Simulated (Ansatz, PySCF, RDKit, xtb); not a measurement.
**Which structure has the formula [ZnSi2ClF2]+?**

Given the formula [ZnSi2ClF2]+ (charge +1) and nothing else, which arrangement of the atoms is the most stable in the gas at 298.15 K, and what are its properties?

The funnel: GFN2-xTB relaxations, single points with a density functional, relaxations at r2SCAN-D4/def2-SVP, harmonic vibrations, and a last energy at a higher level. All values are calculated.

8 further runs of the same task are left out: 1 for a known fault of the program, 7 set aside as unsound or not needed.

### Step 1. Candidates

A program enumerates the bonding patterns with one Lewis structure each (two rings at most, one unusual centre or charged pair), with their diastereomers. O–O, O–halogen and N–halogen bonds and N–N–N chains are not drawn. That gives 21 candidates.

c128 [F][Zn-]([F])/[Si+]=[Si+]/Cl; c177 F[Si][Zn][Si+](F)Cl; c179 [F][Zn]/[Si](F)=[Si+]/Cl; c207 F/[Si+]=[Si+]/[Zn-]([F])[Cl]; c250 F[Si+](F)[Zn][Si]Cl (triplet); c251 F[Si](F)=[Si+][Zn][Cl]; c298 F/[Si+]=[Si](\Cl)[Zn][F]; c322 F/[Si+]=[Si](\F)[Zn][Cl]; c425 F[Si]1(F)[Zn][Si+]1Cl; c645 F[Si][Zn][Si+](F)Cl (triplet); c691 F[Si+](F)[Zn][Si]Cl; c728 [F][Zn]/[Si+]=[Si](\F)Cl; c751 F/[Si+]=[Si](/F)[Zn][Cl]; c798 [F][Zn-]([F])/[Si+]=[Si+]\Cl; c804 F/[Si+]=[Si](/Cl)[Zn][F]; c832 F[Si+]1[Zn][Si@]1(F)Cl; c882 F/[Si+]=[Si+]\[Zn-]([F])[Cl]; c934 [F][Zn]/[Si+]=[Si](/F)Cl; c969 [F][Zn]/[Si](F)=[Si+]\Cl; c986 F[Si+]1[Si+](Cl)[Zn-]1[F]; c993 F[Si+]1[Si+](F)[Zn-]1[Cl].

Candidates are built by distance geometry, with a force field where one applies, in up to four conformers (letters a to d). 6 starts with atoms placed at random are added, to find patterns that the rules miss.

Q: Predict the outcome of this search (final energies at CCSD(T)/def2-SVP + MP2/def2-TZVPP - MP2/def2-SVP).

| quantity | value |
| --- | --- |
| lowest structure found | F[Si]1(F)[Zn][Si+]1Cl, singlet, C1 |
| next finalist | [F][Si]([F])([Zn])[Si][Cl] ‡, singlet, 1.9 kcal/mol higher in G |
| share at equilibrium, among the finalists | 92.1 % |
| harmonic wavenumbers, lowest and highest (r2SCAN-D4/def2-SVP) | 54 and 1007 cm⁻¹ |
| rotational constants, same geometry | 0.04309, 0.03545, 0.02347 cm⁻¹ |
| HOMO energy (PBE0/def2-SVPD) | -12.64 eV |
| LUMO energy (PBE0/def2-SVPD) | -8.29 eV |
| HOMO–LUMO gap (PBE0/def2-SVPD) | 4.35 eV |
| lowest excitation (TD-PBE0/def2-SVPD) | 3.26 eV (f = 0.009) |
| strongest of the states computed, same level | 4.80 eV (f = 0.156) |
| lowest triplet excitation, same level, Tamm-Dancoff | 2.40 eV |
| vertical ionisation energy | 14.48 eV |
| vertical recombination energy (electron added) | 6.63 eV |
| vertical triplet less singlet | +2.41 eV |

The search ends on `F[Si]1(F)[Zn][Si+]1Cl`. The margin, 1.9 kcal/mol, is modest. r2SCAN-D4/def2-SVP, r2SCAN-D4/def2-SVP, relaxed and MP2/def2-SVP already put its bonding pattern lowest among the structures in one piece; HF/def2-SVP favours the singlet [F][Si]([F])([Zn])[Si][Cl] ‡. 3 minima inside the window were never screened. Lowest found is not proven lowest: the search is finite, and each finalist counts with one conformer. Patterns outside the rules of the enumeration were met only by chance.

‡ marks the bonded skeleton alone, with all bonds drawn single: no Lewis structure was assigned that passes a check against the bond lengths.
